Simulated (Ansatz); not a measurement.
**B2H6S2: basis-set convergence**

The task here is to estimate one member of a computed series from the others.

The runs use Ansatz 0.2.0, Gaussian basis; one geometry, several basis sets.

Levels to be run: PBE0-D4/def2-SVP; ωB97M-V/def2-SVP; PBE0-D4/def2-QZVPP; ωB97M-V/def2-QZVPP; the functionals' def2-TZVPP values are taken from earlier runs.

**The relaxed structure**

All runs share one geometry, relaxed beforehand with PBE0-D4 in a triple-zeta def2 set.

SMILES `[BH2-]1[SH+][BH2-][SH+]1`, 10 atoms, charge 0, spin multiplicity 1.

Atoms are counted from 1 here; the program's logs count them from 0.

Bond lengths: B1–S2 1.961 Å, B1–S4 1.961 Å, B1–H5 1.195 Å, B1–H6 1.198 Å, S2–B3 1.961 Å, S2–H7 1.346 Å, B3–S4 1.961 Å, B3–H8 1.195 Å, B3–H9 1.198 Å, S4–H10 1.346 Å. Angles: S2–B1–S4 96.7°, S2–B1–H5 114.0°, S2–B1–H6 105.9°, S4–B1–H5 114.0°, S4–B1–H6 105.9°, H5–B1–H6 117.9°, B1–S2–B3 80.4°, B1–S2–H7 98.6°, B3–S2–H7 98.6°, S2–B3–S4 96.7°, S2–B3–H8 114.0°, S2–B3–H9 105.9°, S4–B3–H8 114.0°, S4–B3–H9 105.9°, H8–B3–H9 117.9°, B1–S4–B3 80.4°, B1–S4–H10 98.6°, B3–S4–H10 98.6°.

The first run:

in.yaml

```yaml
crystal:
  periodic: [false, false, false]
  atoms:
    - {symbol: B, position_ang: [-0.594408, 1.014351, -0.540947]}
    - {symbol: S, position_ang: [-0.927133, -0.914164, -0.668818]}
    - {symbol: B, position_ang: [0.179444, -0.879376, 0.949979]}
    - {symbol: S, position_ang: [0.947441, 0.902673, 0.665891]}
    - {symbol: H, position_ang: [-0.355457, 1.537622, -1.588846]}
    - {symbol: H, position_ang: [-1.492587, 1.459082, 0.115124]}
    - {symbol: H, position_ang: [0.031397, -1.224615, -1.560659]}
    - {symbol: H, position_ang: [0.990426, -1.755945, 1.004170]}
    - {symbol: H, position_ang: [-0.583688, -0.765106, 1.866227]}
    - {symbol: H, position_ang: [1.887465, 0.574277, -0.239123]}
basis:
  gaussian: {orbitals: def2-SVP}
hamiltonian: {xc: pbe0, dispersion: d4}
output: {orbitals: {seedname: orbitals}}
```

Among the steps run: PBE0-D4 in def2-SVP; ωB97M-V in def2-SVP; PBE0-D4 in def2-QZVPP; ωB97M-V in def2-QZVPP.

One of the session's tables, all rows but one given; the rest of the session is left out.

It belongs to the step «Functionals by basis». 

| functional | basis | HOMO (eV) | LUMO (eV) |
| --- | --- | --- | --- |
| PBE0-D4 | def2-SVP | -8.27 | 0.11 |
| PBE0-D4 | def2-TZVPP | -8.25 | -0.18 |
| PBE0-D4 | def2-QZVPP | -8.26 | -0.41 |
| ωB97M-V | def2-SVP | -10.38 | 2.01 |
| ωB97M-V | def2-TZVPP | -10.38 | 1.54 |
| ωB97M-V | def2-QZVPP | ? | ? |

**Question.** Estimate the row for ωB97M-V, def2-QZVPP.

As computed: HOMO (eV): -10.39; LUMO (eV): 1.04. In the column «HOMO (eV)» it is the lowest.
